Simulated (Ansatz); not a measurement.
DyRh3C, space group Pm-3m, a projected density of states

With Ansatz's Python interface.

The script reads `dyrh3c.extxyz`:
```text
5
Lattice="4.14780277 0.0 0.0 0.0 4.14780277 0.0 0.0 0.0 4.14780277" Properties=species:S:1:pos:R:3:initial_magmoms:R:1 pbc="T T T"
Dy    0.00000000    0.00000000    0.00000000  5.00
Rh    0.00000000    2.07390139    2.07390139  0.00
Rh    2.07390139    2.07390139    0.00000000  0.00
Rh    2.07390139    0.00000000    2.07390139  0.00
C     2.07390139    2.07390139    2.07390139  0.00
```

Run as a notebook:

**Cell 1**
```python
import ansatz as az
import matplotlib.pyplot as plt
import numpy as np
```

**Cell 2**
```python
crystal = az.Crystal.from_extxyz("dyrh3c.extxyz")
```

**Cell 3**
```python
base = (
    crystal.calculation()
    .functional(az.Functional.PBESOL)
    .kpoints(5)  # sampling of the Brillouin zone
    .spin("collinear")  # two spin channels
    .occupations("fermi_dirac")
    .scf(extra_bands=16)
    .density_of_states(projected=True, method="smearing", broadening_width=0.15, energy_step=0.1)
)
out = base.run()
rep = out.report
```
Output:
```text
DeckWarning: basis.ecutwfc = 420 eV, auto-derived from the records' recommended cutoffs: set by Dy (normal level)
RunWarning: the run went on to a lower state, not held to the crystal's whole symmetry: an SCF from the atoms in a lower order of the open shells, with 24 of the crystal's symmetry operations given up (11 k-points in place of 10), reached one 0.0089 eV below the state on which the run stood (F = -29761.652331 eV). The [...]
```

**Cell 4**
```python
out.lattice.cell_ang
```
Output:
```text
array([[4.14780277, 0.        , 0.        ],
       [0.        , 4.14780277, 0.        ],
       [0.        , 0.        , 4.14780277]])
```

**Cell 5**
```python
rep["n_electrons"]
```
Output:
```text
75.0
```

**Cell 6**
```python
rep["mixing_algorithm"], rep["preconditioner"], rep["eigensolver"]
```
Output:
```text
('MSR1', 'Kerker', 'band_cg')
```

**Cell 7**
```python
dos = out.density_of_states()
energy = np.asarray(dos.energies_ev) - dos.fermi_ev
curves = {}
for site in out.projected_density_of_states().sites:
    for shell in site.shells:
        weight = sum(np.sum(curve.g_bin_mean_per_ev, axis=0) for curve in shell.curves)
        name = f"{site.species} {shell.label}"
        curves[name] = curves.get(name, 0) + weight
```

**Cell 8**
```python
window = (energy > -10) & (energy < 6)
fig, ax = plt.subplots(figsize=(5.5, 3.5))
for name, g in curves.items():
    if g[window].max() > 0.05:
        ax.plot(energy[window], g[window], label=name, lw=1)
        print(f"{name:8s} peak {g[window].max():7.3f} states/eV at {energy[window][g[window].argmax()]:6.2f} eV")
ax.set(xlabel="E - E_F (eV)", ylabel="states/eV")
ax.legend(fontsize=7)
fig.tight_layout()
fig.savefig("pdos.png", dpi=100)
```
Output:
```text
Dy 6S    peak   0.617 states/eV at   5.47 eV
Dy 5P    peak   0.066 states/eV at  -3.13 eV
Dy 5D    peak   3.244 states/eV at   2.87 eV
Dy 4F    peak  12.482 states/eV at   0.57 eV
Rh 5S    peak   0.620 states/eV at   5.97 eV
Rh 4P    peak   0.061 states/eV at  -5.63 eV
Rh 4D    peak   8.861 states/eV at  -1.63 eV
C 2S     peak   0.349 states/eV at   5.87 eV
C 2P     peak   1.604 states/eV at  -5.63 eV
```

Caveats:
- Open f shells: without a Hubbard U, without spin-orbit coupling; the state reached hangs on the start and needn't be the lowest.
- The mesh is modest for a metal, so energies can be off by several to tens of meV an atom and pressures by half a GPa or more; differences at equal mesh fare better.
- Peaks are the largest values inside the energy window taken; deeper bands lie outside it.
- The structure comes from a database of computed cells and needn't be a stable or known phase.
- Warnings are shown shortened and without file and line.
- Curves are summed over the cell's atoms. Only shells that the potentials hold have channels, so projections don't add up to the total, least of all where a shell is missing (p of most metals); heights and places of peaks move with the mesh.
- The density of states is complete only as far up as bands were computed.
- It ran for 53 s on 1 thread of Arm Neoverse V1, with other jobs on the host, peak memory 0.53 GiB.
